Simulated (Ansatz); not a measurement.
# Ge20H28 off sphere (Ge₂₀H₂₈): structure and electronic state

What does Ge20H28 off sphere (Ge₂₀H₂₈) look like as a singlet, and where do its frontier electrons sit?

Program: Ansatz 0.2.0, Gaussian basis. Level of theory: RKS PBE0-D4/def2-TZVP. These are calculated values, not measurements.

Plan: relaxation at PBE-D4/def2-SVP; a single point at PBE0-D4/def2-TZVP.

1 further run of the same task is left out (set aside as unsound or not needed).

## (1) Starting geometry

48 atoms, charge 0, spin multiplicity 1.

Atoms are counted from 1 here; the program's logs count them from 0.

Bond lengths: Ge1–Ge12 2.424 Å, Ge1–Ge13 2.401 Å, Ge1–H21 1.520 Å, Ge1–H22 1.517 Å, Ge2–Ge11 2.404 Å, Ge2–Ge15 2.399 Å, Ge2–H23 1.517 Å, Ge2–H24 1.517 Å, Ge3–Ge14 2.434 Å, Ge3–Ge16 2.422 Å, Ge3–H25 1.520 Å, Ge3–H26 1.525 Å, Ge4–Ge12 2.449 Å, Ge4–Ge17 2.420 Å, Ge4–Ge18 2.421 Å, Ge4–H27 1.535 Å, Ge5–Ge14 2.455 Å, Ge5–Ge17 2.426 Å and more. Angles: Ge12–Ge1–Ge13 114.1°, Ge12–Ge1–H21 110.1°, Ge12–Ge1–H22 109.1°, Ge13–Ge1–H21 110.1°, Ge13–Ge1–H22 110.4°, H21–Ge1–H22 102.5°, Ge11–Ge2–Ge15 116.2°, Ge11–Ge2–H23 109.7°, Ge11–Ge2–H24 108.1°, Ge15–Ge2–H23 111.2°, Ge15–Ge2–H24 108.6°, H23–Ge2–H24 102.3°, Ge14–Ge3–Ge16 110.6°, Ge14–Ge3–H25 111.0°, Ge14–Ge3–H26 109.2°, Ge16–Ge3–H25 113.4°, Ge16–Ge3–H26 110.5°, H25–Ge3–H26 101.8° and more.

The start is a GFN2-xTB geometry.

## (2) Relaxation at PBE-D4/def2-SVP

in.yaml

```yaml
crystal:
  periodic: [false, false, false]
  atoms:
    - {symbol: Ge, position_ang: [-4.048170, 2.071700, -0.318940]}
    - {symbol: Ge, position_ang: [-1.573930, -3.118900, 3.012600]}
    - {symbol: Ge, position_ang: [1.787980, -3.535660, -0.327250]}
    - {symbol: Ge, position_ang: [-1.100710, 2.174270, -3.193160]}
    - {symbol: Ge, position_ang: [1.719870, -0.656460, -3.190300]}
    - {symbol: Ge, position_ang: [-1.099560, -0.701760, -0.370260]}
    - {symbol: Ge, position_ang: [-1.148400, 1.948170, 2.545940]}
    - {symbol: Ge, position_ang: [1.720520, -0.822740, 2.512450]}
    - {symbol: Ge, position_ang: [1.742860, 2.132760, -0.396650]}
    - {symbol: Ge, position_ang: [4.560790, -0.723980, -0.274650]}
    - {symbol: Ge, position_ang: [-2.547270, -1.948760, 1.151610]}
    - {symbol: Ge, position_ang: [-2.514240, 0.822710, -1.719920]}
    - {symbol: Ge, position_ang: [-3.011880, 3.117340, 1.577280]}
    - {symbol: Ge, position_ang: [0.393820, -2.132970, -1.745860]}
    - {symbol: Ge, position_ang: [0.320780, -2.071350, 4.047040]}
    - {symbol: Ge, position_ang: [3.194400, -2.174270, 1.099300]}
    - {symbol: Ge, position_ang: [0.271310, 0.724450, -4.561050]}
    - {symbol: Ge, position_ang: [0.326450, 3.536010, -1.789250]}
    - {symbol: Ge, position_ang: [3.187180, 0.655790, -1.723930]}
    - {symbol: Ge, position_ang: [0.370340, 0.701000, 1.098000]}
    - {symbol: H, position_ang: [-4.786320, 3.109630, -1.148750]}
    - {symbol: H, position_ang: [-5.169240, 1.154020, 0.130420]}
    - {symbol: H, position_ang: [-2.649160, -3.437930, 4.034370]}
    - {symbol: H, position_ang: [-1.162170, -4.499500, 2.536810]}
    - {symbol: H, position_ang: [2.566630, -4.545350, -1.154400]}
    - {symbol: H, position_ang: [0.895100, -4.443090, 0.511970]}
    - {symbol: H, position_ang: [-1.949250, 3.094880, -4.081660]}
    - {symbol: H, position_ang: [2.594240, -1.523330, -4.110410]}
    - {symbol: H, position_ang: [-1.704590, 0.923340, 3.532090]}
    - {symbol: H, position_ang: [-0.379770, 2.863820, 3.484250]}
    - {symbol: H, position_ang: [2.637980, 0.079310, 3.358280]}
    - {symbol: H, position_ang: [2.628790, 3.030270, 0.481900]}
    - {symbol: H, position_ang: [5.603070, -1.498360, -1.066200]}
    - {symbol: H, position_ang: [5.425070, 0.167040, 0.600570]}
    - {symbol: H, position_ang: [-3.487800, -2.863210, 0.383540]}
    - {symbol: H, position_ang: [-3.532180, -0.922240, 1.708350]}
    - {symbol: H, position_ang: [-3.361310, -0.078400, -2.638780]}
    - {symbol: H, position_ang: [-4.031290, 3.438430, 2.652550]}
    - {symbol: H, position_ang: [-2.536760, 4.498010, 1.165100]}
    - {symbol: H, position_ang: [-0.481840, -3.036170, -2.629680]}
    - {symbol: H, position_ang: [1.149290, -3.106200, 4.789450]}
    - {symbol: H, position_ang: [-0.125410, -1.155700, 5.169860]}
    - {symbol: H, position_ang: [4.086050, -3.094430, 1.946700]}
    - {symbol: H, position_ang: [-0.605830, -0.163920, -5.425340]}
    - {symbol: H, position_ang: [1.064930, 1.499950, -5.600000]}
    - {symbol: H, position_ang: [1.157460, 4.539700, -2.569510]}
    - {symbol: H, position_ang: [-0.506280, 4.448670, -0.897320]}
    - {symbol: H, position_ang: [4.108450, 1.523380, -2.597160]}
basis:
  gaussian: {orbitals: def2-SVP, fitting: {mean_field: def2-universal-jkfit}}
hamiltonian: {xc: pbe, dispersion: d4}
scf: {lower_state_search: "off"}
output: {orbitals: {seedname: orbitals}}
relax: {f_tol: 0.03, max_steps: 70}
```

Started as:

```sh
ansatz run in.yaml --threads 11 --pin off --events-out ev --progress --plain --max-ram 174080MiB --backend cuda --devices 0, --max-vram 75GiB
```

Further steps of the session: Single point, PBE0-D4/def2-TZVP.

Before running them: what should the planned runs give, taken together? Wanted: point group; commonest bond, hydrogen aside; HOMO, LUMO at PBE0-D4/def2-TZVP; dipole at PBE-D4/def2-SVP.

**Answer**, as computed:

| quantity | value |
| --- | --- |
| point group | C2 |
| commonest bond, hydrogen aside | Ge–Ge, 26 of mean length 2.450 Å |
| HOMO, LUMO at PBE0-D4/def2-TZVP | -6.83, -1.31 eV |
| dipole at PBE-D4/def2-SVP | 0.05 D |

In words: The molecule keeps its bonding pattern by the stored test; the atoms moved 0.23 Å (rms). No usable vibrations, so a minimum isn't proven. Whether this spin is the lowest isn't tested here. The point group is read from a loosely relaxed geometry; soft torsions can leave it below the true symmetry.
